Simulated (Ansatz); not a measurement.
# SiNi2 (Pnma) in Ansatz: further runs

Aim: see how the results for SiNi2 move with the level of theory and the settings. Levels: RPBE, PBE. Tasks: relaxation of cell and atoms.

Program: Ansatz 0.2.0. These are calculated values, not measurements. Logs are shortened: lines on timing, memory, paths and dates and some standing lists are left out, and cuts for length are marked.

## (1) The structure

The structure is orthorhombic, space group Pnma (No. 62). Conventional cell: a = 4.990 Å, b = 3.720 Å, c = 7.030 Å, α = 90.00°, β = 90.00°, γ = 90.00°. Ni (site symmetry m) has 4 Si at 2.28 to 2.33 Å and 4 Ni at 2.53 to 2.62 Å as nearest neighbours. Around Ni (site symmetry m) lie 5 Si at 2.34 to 2.57 Å and 6 Ni at 2.53 to 2.62 Å. Si (site symmetry m) is surrounded by 9 Ni at 2.28 to 2.57 Å.

## (2) Relaxation of cell and atoms, RPBE, collinear spin, ferromagnetic start

input.yaml

```yaml
crystal:
  lattice:
    - [4.99, 0.0, 0.0]
    - [0.0, 3.72, 0.0]
    - [0.0, 0.0, 7.03]
  atoms:
    - { symbol: Ni, position: [0.325, 0.75, 0.937], spin: 1.0 }
    - { symbol: Ni, position: [0.675, 0.25, 0.063], spin: 1.0 }
    - { symbol: Ni, position: [0.175, 0.25, 0.437], spin: 1.0 }
    - { symbol: Ni, position: [0.825, 0.75, 0.563], spin: 1.0 }
    - { symbol: Ni, position: [0.458, 0.75, 0.297], spin: 1.0 }
    - { symbol: Ni, position: [0.542, 0.25, 0.703], spin: 1.0 }
    - { symbol: Ni, position: [0.042, 0.25, 0.797], spin: 1.0 }
    - { symbol: Ni, position: [0.958, 0.75, 0.203], spin: 1.0 }
    - { symbol: Si, position: [0.786, 0.75, 0.886] }
    - { symbol: Si, position: [0.214, 0.25, 0.114] }
    - { symbol: Si, position: [0.714, 0.25, 0.386] }
    - { symbol: Si, position: [0.286, 0.75, 0.614] }
hamiltonian:
  xc: rpbe
  pseudopotentials: { kind: paw }
magnetization:
  spin_polarized: true
kpoints:
  mp_grid: { grid: [6, 7, 4] }
scf:
  occupations: { method: fermi_dirac, width: 0.05 }
output:
  forces: true
  stress: true
  eigenvalues: true
relax:
  f_tol: 0.01
  max_steps: 40
  cell: { stress_tol: 0.05 }
```

Potentials or basis: Ansatz PAW.

The run is started by

```sh
$ ansatz run input.yaml --threads 4 --pin off --max-ram 11264MiB --backend cpu --events-out ev --progress --plain --runs-dir out
```

Standard output:

```text
Warning: RAYON_NUM_THREADS=4 ignored (pool sized by the plan → 4); use --threads N
Engine: ansatz 0.2.0, aarch64-unknown-linux-gnu
Pseudopotentials: kind: paw
Pseudopotential: Ni, paw, valence charge 18, recommended cutoff 420 eV (normal), Ni.paw.azcp
Pseudopotential: Si, paw, valence charge 4, recommended cutoff 420 eV (normal), Si.paw.azcp
Functional definition: RPBE
  parameter kappa = 0.804
  parameter beta = 0.06672455060314922
  exchange = rpbe_x(kappa = kappa, mu = beta*pi^2/3)
  correlation = pbe_c(beta = beta)
Crystal: 12 atoms, lattice volume = 130.496 Å³
Basis set: ecut = 420 eV, 2559 PW (Γ), exchange–correlation on 72×50×96 points (8 copies of the dense FFT grid, shifted against one another)
Bands: 101, of which v1, the nominal top of the filled ones, is band 80 counted from 1 (79 counted from 0)
Symmetry: 8 space group operations
Space group: Pnma (ITA 62), of the structure as read, at distance tolerance 5.1e-5 Å
Magnetic group: BNS 62.441 (UNI 539), of the structure as read, at distance tolerance 5.1e-5 Å
k-points: 48 of 168
Non-local potential: Ni, projectors of the file, l = 0: 3, l = 1: 2, l = 2: 3, l = 3: 1
Non-local potential: Si, projectors of the file, l = 0: 2, l = 1: 2, l = 2: 2
PAW form: soft (Blöchl's): semilocal exchange-correlation on the pseudo side does not see the compensation charge
PAW frozen core: Ni, regenerated for the run's functional, and the local potential with it (the file was generated under x = pbe(κ = 0.804, μ = 0.2195149727645171), c = pbe(β = 0.06672455060314922))
PAW frozen core: Si, regenerated for the run's functional, and the local potential with it (the file was generated under x = pbe(κ = 0.804, μ = 0.2195149727645171), c = pbe(β = 0.06672455060314922))
PAW one-centre angular grid: Ni, 590 points (default); XC on 64 Gauss nodes
PAW one-centre angular grid: Si, 110 points (default); XC on 64 Gauss nodes
Initial density: superposition of atomic densities (chi_scale 0.1, normalization cell)
Starting moments: Σ|m| = 8 μB on 8 of 12 sites
Initial wavefunctions: pseudopotential atomic-orbital guess
Functional: x = rpbe, c = pbe(β = 0.06672455060314922)
iter 1 solved again at ethr=2.61e-3 eV; its pass at ethr=3.10e-3 eV (dr2=4.18e0 eV) is discarded
SCF iter   1: F=—  HF=-49306.305472 eV  |F-HF|=—  |Δ(HF+E_count)|=         —  Δρ=6.52e-2 (↑6.52e-2 ↓2.63e-2)  dr2=4.24e0  dr2_m=1.46e0  M=4.329 μB ∫|m|=5.521 μB  β_m=0.30  ethr=2.61e-3  ⟨swp⟩=1.3  Hψ=45501  notcnv=0
Mixer restart at iter 1: flushing history
preconditioner: auto → Kerker (q_TF=auto, 2.823 Å⁻¹)  [metal: Δε(μ)=0.001 eV  Ē_g=7.964 eV  σ=0.050 eV  W_gap=0.01  n_scr=52 (ndim 8)  ℏωp=31.8 eV  f_vac=0.000  D(μ)=9.95/eV (n_scr^D=108)]
spin=Collinear: Kerker preconditioning applied to the charge; magnetization (m = ρ↑ − ρ↓) channel mixes plain (no charge-response kernel on spin).
SCF iter   2: F=—  HF=-49306.707108 eV  |F-HF|=—  |Δ(HF+E_count)|=   4.02e-1  Δρ=5.44e-2 (↑2.74e-2 ↓5.44e-2)  dr2=1.22e0  dr2_m=1.74e0  M=3.469 μB ∫|m|=4.614 μB  β_m=0.37  ethr=2.61e-3  ⟨swp⟩=2.0  Hψ=14865  notcnv=0
[... 140 lines left out ...]
--- Per-component energies (eV) ---
  E_band       = -2384.068648
  E_kinetic    = 2446.418259
  E_local      = -32150.096232  (includes V_loc(G=0)·N_el)
  E_nonlocal   = 5194.947870
  E_hartree    = 13721.374098
  E_xc         = -907.978433
  E_vxc        = -1072.321050  (∫ρ·V_xc dr)
  E_paw        = -15161.978935  (= ΣΔE_a)
  E_vpaw       = -4245.769121  (= ΣTr[D̂ρ^β])
  E_aug_tail   = 0.004298  (compensation charges beyond the density's cutoff)
  E_ewald      = -22461.901132
  E_core_change = -0.450696  (= ΣΔE_core)
  E_smearing   = -0.052834  (= −TS)
  E_closure    = 0.000000  (closes the sum)
  Σ components = -49319.713737   (vs F -49319.713737, Δ=0.00e0)
--- Forces (eV/Å), atoms counted from 1 ---
  atom   1  Ni    -0.00047587     0.00000000    -0.00001672
  atom   2  Ni     0.00047587    -0.00000000     0.00001672
  atom   3  Ni     0.00047587    -0.00000000    -0.00001672
  atom   4  Ni    -0.00047587     0.00000000     0.00001672
  atom   5  Ni     0.00065007     0.00000000     0.00084348
  atom   6  Ni    -0.00065007     0.00000000    -0.00084348
  atom   7  Ni    -0.00065007    -0.00000000     0.00084348
  atom   8  Ni     0.00065007     0.00000000    -0.00084348
  atom   9  Si     0.00010983    -0.00000000    -0.00018878
  atom  10  Si    -0.00010983    -0.00000000     0.00018878
  atom  11  Si    -0.00010983     0.00000000    -0.00018878
  atom  12  Si     0.00010983     0.00000000     0.00018878
  max |Σ_I F_I| component: 1.30e-18 eV/Å
--- Stress (GPa, compression-positive) ---
       -0.018397       0.000000      -0.000000
        0.000000      -0.010446       0.000000
       -0.000000       0.000000      -0.010339
  P = ⅓ Tr σ = -0.0131 GPa (-0.131 kbar)
--- Band table (eV; the first three rows and the last of 96) ---
  k-point 0 ↑: bands = ["-87.0425", "-87.0422", "-87.0382", "-87.0382", "-86.8917", "-86.8915", "-86.8866", "-86.8865", "-47.4342", "-47.4323", "-47.4301", "-47.4269", "-47.3882", "-47.3803", "-47.3640", "-47.3576", "-47.3364", "-47.3337", "-47.3114", "-47.3097", "-47.2862", "-47.2853", "-47.2848", "-47.2841", "-47.2259", "-47.2235", "-47.1941", "-47.1937", "-47.1796", "-47.1742", "-47.1499", "-47.1496", "4.1978", "6.7300", "6.7640", "8.4703", "10.1077", "10.5973", "11.3564", "11.7414", "12.0351", "12.0508", "12.3614", "12.4290", "12.5830", "12.6649", "12.8011", "12.9934", "13.3306", "13.3696", "13.4591", "13.5256", "13.5679", "13.5861", "14.0152", "14.0973", "14.1244", "14.2879", "14.2915", "14.4419", "14.5285", "14.6191", "14.7579", "14.7613", "14.8147", "14.8175", "14.8215", "14.9299", "15.0508", "15.0605", "15.0798", "15.2541", "15.3244", "15.3548", "15.4531", "15.5422", "15.6832", "15.7124", "16.0133", "16.3582", "17.2102", "17.4145", "18.5148", "18.7863", "19.0485", "19.4424", "20.1155", "20.1491", "20.6713", "21.0035", "21.5954", "21.7105", "22.6419", "22.7985", "22.8926", "24.1215", "24.2377", "24.3680", "24.7320", "25.2554", "25.5656"]
  k-point 1 ↑: bands = ["-87.0425", "-87.0422", "-87.0382", "-87.0382", "-86.8917", "-86.8915", "-86.8865", "-86.8865", "-47.4341", "-47.4329", "-47.4293", "-47.4272", "-47.3873", "-47.3818", "-47.3627", "-47.3583", "-47.3361", "-47.3341", "-47.3111", "-47.3099", "-47.2861", "-47.2854", "-47.2846", "-47.2841", "-47.2256", "-47.2238", "-47.1941", "-47.1938", "-47.1787", "-47.1749", "-47.1499", "-47.1496", "4.3751", "5.7172", "7.7647", "8.4850", "10.1930", "10.7244", "10.9892", "11.6052", "11.9061", "12.1157", "12.3844", "12.5245", "12.6636", "12.6660", "12.7790", "13.0767", "13.2333", "13.2735", "13.3251", "13.4412", "13.6749", "13.8343", "13.9279", "14.0299", "14.0392", "14.1656", "14.4551", "14.5039", "14.5181", "14.5184", "14.7306", "14.7835", "14.8398", "14.9212", "14.9769", "14.9994", "15.0105", "15.1244", "15.1303", "15.3029", "15.3297", "15.3400", "15.4523", "15.5889", "15.6598", "15.8710", "16.0468", "16.2842", "16.8165", "17.5167", "17.8046", "17.9562", "19.8119", "19.9690", "20.4302", "20.4559", "20.5276", "21.0253", "21.2539", "22.2961", "22.7052", "22.9130", "23.0326", "23.8481", "23.9850", "24.0612", "24.7464", "25.3552", "25.4632"]
  k-point 2 ↑: bands = ["-87.0424", "-87.0424", "-87.0382", "-87.0382", "-86.8916", "-86.8916", "-86.8865", "-86.8865", "-47.4337", "-47.4337", "-47.4281", "-47.4281", "-47.3848", "-47.3848", "-47.3602", "-47.3602", "-47.3351", "-47.3351", "-47.3105", "-47.3105", "-47.2858", "-47.2858", "-47.2843", "-47.2843", "-47.2247", "-47.2247", "-47.1939", "-47.1939", "-47.1768", "-47.1768", "-47.1498", "-47.1498", "4.8951", "4.8951", "8.3724", "8.3724", "10.4703", "10.4703", "11.1613", "11.1613", "12.0481", "12.0481", "12.2929", "12.2929", "12.8276", "12.8276", "12.9022", "12.9022", "13.2129", "13.2129", "13.3075", "13.3075", "13.7933", "13.7933", "13.9619", "13.9619", "14.1647", "14.1647", "14.5169", "14.5169", "14.5333", "14.5333", "14.7091", "14.7091", "14.8991", "14.8991", "14.9872", "14.9872", "15.0972", "15.0972", "15.2346", "15.2346", "15.5565", "15.5565", "15.5685", "15.5685", "15.5767", "15.5767", "16.2047", "16.2047", "16.8405", "16.8405", "17.9310", "17.9310", "19.5172", "19.5172", "20.5190", "20.5190", "20.9812", "20.9812", "22.4518", "22.4518", "23.1022", "23.1022", "23.6037", "23.6037", "23.8813", "23.8813", "23.9838", "23.9838", "25.3042"]
  k-point 47 ↓: bands = ["-87.0406", "-87.0406", "-87.0398", "-87.0398", "-86.8891", "-86.8891", "-86.8891", "-86.8891", "-47.4320", "-47.4320", "-47.4305", "-47.4305", "-47.3773", "-47.3773", "-47.3738", "-47.3738", "-47.3273", "-47.3273", "-47.3253", "-47.3253", "-47.2807", "-47.2807", "-47.2786", "-47.2786", "-47.2064", "-47.2064", "-47.2062", "-47.2062", "-47.1660", "-47.1660", "-47.1658", "-47.1658", "7.3501", "7.3501", "7.5573", "7.5573", "9.7691", "9.7691", "9.9061", "9.9061", "12.1878", "12.1878", "12.3972", "12.3972", "12.7882", "12.7882", "12.8018", "12.8018", "13.3014", "13.3014", "13.4423", "13.4423", "13.7470", "13.7470", "13.7882", "13.7882", "14.0506", "14.0506", "14.2123", "14.2123", "14.5266", "14.5266", "14.5455", "14.5455", "14.7430", "14.7430", "14.8143", "14.8143", "14.9671", "14.9671", "14.9960", "14.9960", "15.1957", "15.1957", "15.2914", "15.2914", "15.9338", "15.9338", "15.9343", "15.9343", "16.9077", "16.9077", "17.1936", "17.1936", "19.1750", "19.1750", "19.2531", "19.2531", "21.3029", "21.3029", "21.7617", "21.7617", "23.2668", "23.2668", "23.4209", "23.4209", "25.9342", "25.9342", "26.4799", "26.4799", "26.8497"]
--- Relaxed structure (6 steps of the walk, 6 accepted, 1 SCFs on fresh bases) ---
  F+E_penalty+E_count = -49319.71373716 eV   max|allowed force component| = 8.435e-4 eV/Å   (the final SCF, on the basis selected at the relaxed cell)
  cell:  # Å, volume = 135.7712 Å³
    - [5.081991821629996, 0.0, 0.0]
    - [0.0, 3.755264800825925, 0.0]
    - [0.0, 0.0, 7.114314217014488]
  atoms:
    - { symbol: Ni, position: [0.33169345561949665, 0.7499999999999999, 0.9397438301891902] }
    - { symbol: Ni, position: [0.6683065443805036, 0.25, 0.06025616981081012] }
    - { symbol: Ni, position: [0.1683065443805035, 0.25, 0.43974383018918994] }
    - { symbol: Ni, position: [0.8316934556194965, 0.7499999999999999, 0.5602561698108102] }
    - { symbol: Ni, position: [0.45950726016970106, 0.7499999999999999, 0.2975378426723674] }
    - { symbol: Ni, position: [0.5404927398302992, 0.25, 0.7024621573276327] }
    - { symbol: Ni, position: [0.040492739830299086, 0.25, 0.7975378426723676] }
    - { symbol: Ni, position: [0.9595072601697012, 0.7499999999999999, 0.20246215732763267] }
    - { symbol: Si, position: [0.7851928151903036, 0.7499999999999999, 0.8849166330390417] }
    - { symbol: Si, position: [0.2148071848096967, 0.25, 0.11508336696095844] }
    - { symbol: Si, position: [0.7148071848096967, 0.25, 0.3849166330390417] }
    - { symbol: Si, position: [0.2851928151903034, 0.7499999999999999, 0.6150833669609586] }
```

Wall time 3.3 min (4 threads of Arm Neoverse V2, shared host); peak memory 1.3 GiB.

Results:

* Free energy: -49319.7137 eV
* Relaxed volume: 11.31 Å³/atom
* Relaxed cell: a = 5.082 Å, b = 3.755 Å, c = 7.114 Å, α = 90.00°, β = 90.00°, γ = 90.00°
* Space group after relaxing (to 0.05 Å): Pnma (No. 62)
* Energy gained by relaxing: 12.6 meV/atom
* Ionic steps: 7
* Pressure after relaxing: 0.0 GPa
* Band gap on the k mesh: none (metal or under the smearing width)
* Net moment: 0.00 μB per cell
* Absolute moment: 0.00 μB per cell

Step by step:
```
step  energy change (eV)  largest force (eV/Å)  volume (Å³)
   1              0.0000                0.3741       130.50
   2             -0.1106                0.2248       133.13
   3             -0.1477                0.0516       135.51
   4             -0.1480                0.0360       135.80
   5             -0.1486                0.0158       135.79
   6             -0.1487                0.0009       135.77
   7             -0.1506                0.0011       135.77
```

Final structure:
```
CELL_PARAMETERS angstrom
5.08199 0.00000 0.00000
0.00000 3.75526 0.00000
0.00000 0.00000 7.11431
ATOMIC_POSITIONS crystal
Ni 0.33169 0.75000 0.93974
Ni 0.66831 0.25000 0.06026
Ni 0.16831 0.25000 0.43974
Ni 0.83169 0.75000 0.56026
Ni 0.45951 0.75000 0.29754
Ni 0.54049 0.25000 0.70246
Ni 0.04049 0.25000 0.79754
Ni 0.95951 0.75000 0.20246
Si 0.78519 0.75000 0.88492
Si 0.21481 0.25000 0.11508
Si 0.71481 0.25000 0.38492
Si 0.28519 0.75000 0.61508
```

Caveat: the plane-wave basis is chosen anew once the cell has moved, so the energies of steps on either side of that aren't comparable; the PAW data sets come from PBE, with cores solved anew for the run's functional, which leaves a small shift of forces and pressure; the starting moments weren't kept.

(Part 1 of 2 ends here.)
